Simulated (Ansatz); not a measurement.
# C8H12OS (dimethylphenylsulfonium hydroxide): the cost of one run

Computed with Ansatz 0.2.0, Gaussian basis. Level: the settings change from run to run.

### Step 1. The molecule

The geometry comes from an earlier relaxation with PBE-D4/def2-SVP; it is a stationary point, not always the lowest conformer.

22 atoms, charge 0, spin multiplicity 1.

Atoms are counted from 1 here; the program's logs count them from 0.

Bond lengths: C1–S2 1.830 Å, C1–H10 1.106 Å, C1–H11 1.102 Å, C1–H12 1.108 Å, S2–C3 1.830 Å, S2–C4 1.945 Å, S2–O21 1.987 Å, C3–H13 1.102 Å, C3–H14 1.106 Å, C3–H15 1.108 Å, C4–C5 1.402 Å, C4–C9 1.406 Å, C5–C6 1.406 Å, C5–H16 1.104 Å, C6–C7 1.403 Å, C6–H17 1.101 Å, C7–C8 1.406 Å, C7–H18 1.101 Å and more. Angles: S2–C1–H10 109.7°, S2–C1–H11 104.0°, S2–C1–H12 109.3°, H10–C1–H11 113.7°, H10–C1–H12 109.6°, H11–C1–H12 110.4°, C1–S2–C3 111.2°, C1–S2–C4 91.8°, C1–S2–O21 85.9°, C3–S2–C4 92.4°, C3–S2–O21 85.7°, C4–S2–O21 176.2°, S2–C3–H13 103.9°, S2–C3–H14 110.1°, S2–C3–H15 109.3°, H13–C3–H14 113.6°, H13–C3–H15 110.0°, H14–C3–H15 109.8° and more.

### Step 2. r2SCAN0/6-31G

This run has charge +1, multiplicity 2, D3(BJ) with three-body dispersion.

in.yaml reads:

```yaml
crystal:
  periodic: [false, false, false]
  atoms:
    - {symbol: C, position_ang: [1.881348, 0.512414, 1.211086]}
    - {symbol: S, position_ang: [1.399242, -0.802854, 0.032956]}
    - {symbol: C, position_ang: [1.563317, -0.232414, -1.698007]}
    - {symbol: C, position_ang: [-0.470532, -0.275108, 0.114686]}
    - {symbol: C, position_ang: [-1.344132, -1.280773, 0.552400]}
    - {symbol: C, position_ang: [-2.722883, -1.028064, 0.662625]}
    - {symbol: C, position_ang: [-3.230490, 0.238033, 0.333647]}
    - {symbol: C, position_ang: [-2.358726, 1.249297, -0.105623]}
    - {symbol: C, position_ang: [-0.982511, 0.992536, -0.214075]}
    - {symbol: H, position_ang: [1.028066, 0.749045, 1.874305]}
    - {symbol: H, position_ang: [2.751175, 0.090560, 1.741109]}
    - {symbol: H, position_ang: [2.176515, 1.419315, 0.646302]}
    - {symbol: H, position_ang: [2.298802, -0.926275, -2.136122]}
    - {symbol: H, position_ang: [0.578379, -0.255761, -2.200312]}
    - {symbol: H, position_ang: [1.964911, 0.799949, -1.706708]}
    - {symbol: H, position_ang: [-0.937995, -2.273999, 0.810028]}
    - {symbol: H, position_ang: [-3.403311, -1.822886, 1.006475]}
    - {symbol: H, position_ang: [-4.309331, 0.439683, 0.418091]}
    - {symbol: H, position_ang: [-2.755323, 2.243430, -0.366188]}
    - {symbol: H, position_ang: [-0.308496, 1.797319, -0.554122]}
    - {symbol: O, position_ang: [3.339838, -1.216083, -0.078489]}
    - {symbol: H, position_ang: [3.842155, -0.417383, -0.344065]}
basis:
  gaussian: {orbitals: 6-31G}
total_charge: 1
magnetization: {spin_polarized: true, initial_magnetization: 1}
hamiltonian: {xc: {name: r2SCAN0}, dispersion: d3bjatm}
scf: {omitted_lower_state_checks: [starts]}
```

On the command line:

```bash
$ ansatz run in.yaml --threads 4 --pin off --events-out ev --progress --plain --max-ram 6963MiB
```

What time and memory should one allow on 4 threads of Intel Xeon 6975P-C, shared host?

About 6.5 s, with a peak of 0.69 GiB.
